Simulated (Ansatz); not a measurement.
Bi2PdPt, space group P-3m1: an equation of state with a fit, run with the Python package of Ansatz (0.2.0).

`eos_bi2pdpt.py`:
```python
"""Energy against volume for Bi2PdPt, with a fit."""

import ansatz as az
import numpy as np
from scipy.optimize import curve_fit

ECUT = 550
MAX_ITERATIONS = 55
KMESH = (6, 6, 4)

vectors0 = np.array([
    [4.328992, 0.0, 0.0],
    [-2.164496, 3.749017, 0.0],
    [0.0, 0.0, 5.625915],
])
sites = [
    ("Bi", (1 / 3, 2 / 3, 0.244881)),
    ("Bi", (2 / 3, 1 / 3, 0.755119)),
    ("Pd", (0.0, 0.0, 0.5)),
    ("Pt", (0.0, 0.0, 0.0)),
]


def build(cell):
    crystal = az.Crystal(lattice=az.Lattice.of(cell))
    for symbol, position in sites:
        crystal = crystal.atom(symbol, position)
    return crystal

def vinet(v, e0, v0, b0, b1):
    eta = (v / v0) ** (1 / 3)
    return e0 + 2 * b0 * v0 / (b1 - 1) ** 2 * (2 - (5 + 3 * b1 * (eta - 1) - 3 * eta) * np.exp(-1.5 * (b1 - 1) * (eta - 1)))


def main() -> None:
    # uniform scaling of the cell
    volumes, energies, pressures = [], [], []
    for scale in np.linspace(0.95, 1.07, 5):
        cell = vectors0 * scale ** (1 / 3)
        model = (
            build(cell).calculation()
            .functional(az.Functional.R2SCAN)
            .pseudopotentials("paw")
            .basis(ECUT)
            .occupations(az.OccupationsMethod.FERMI_DIRAC)
            .scf(max_iterations=MAX_ITERATIONS)
            .kpoints(*KMESH)
            .stress()
        )
        data = model.run(threads=1, backend="cpu").report
        volumes.append(abs(np.linalg.det(cell)) / len(sites))
        energies.append(data["free_energy_ev"] / len(sites))
        pressures.append(np.trace(data["stress_gpa"]) / 3)
        print(f"V = {volumes[-1]:8.4f} A^3/atom  F = {energies[-1]:.5f} eV/atom  P = {pressures[-1]:8.3f} GPa")

    guess = (min(energies), volumes[int(np.argmin(energies))], 0.5, 4.5)
    (e0, v0, b0, b1), _ = curve_fit(vinet, np.array(volumes), np.array(energies), p0=guess, maxfev=20000)
    print(f"Vinet fit: V0 = {v0:.4f} A^3/atom, B0 = {160.21766 * b0:.1f} GPa, B1 = {b1:.2f}")
    print("largest residual", round(1000 * float(np.abs(vinet(np.array(volumes), e0, v0, b0, b1) - energies).max()), 3), "meV/atom")


if __name__ == "__main__":
    main()
```

From its runs, with one value withheld:

| V (Å³/atom) | F less the lowest row shown (meV/atom) |
| --- | --- |
| 21.685 | 21.64 |
| 22.370 | 2.88 |
| 23.055 | 0.00 |
| 23.739 | ? |
| 24.424 | 31.80 |

What is the missing energy at 23.739 Å³ an atom?

A third-order Birch-Murnaghan fit, E = E0 + (9 V0 B0 / 16) [(t - 1)³ B' + (t - 1)² (6 - 4t)] with t = (V0/V)^(2/3), through the 4 rows shown gives V0 = 22.846 Å³, B0 = 109.0 GPa, B' = 5.03 and E0 = -0.64 meV. At V = 23.739 Å³, t = 0.97474, and the fit interpolates to 10.37 meV. The run gave 10.38 meV, a miss of 0.00 meV.

Reading the output:
- Shape and fractional positions are held along the curve, so the bulk modulus is an upper value where they are free to relax.
- The mesh is modest for a metal, so energies can be off by several to tens of meV an atom and pressures by half a GPa or more; differences at equal mesh fare better.
- Pressure is positive in compression.
- Spin-orbit coupling, which matters for elements this heavy, is left out.
- The structure comes from a database of computed cells and needn't be a stable or known phase.
- Run time: 75 s on 1 thread of Arm Neoverse V1, on a shared host, peak memory 0.81 GiB.
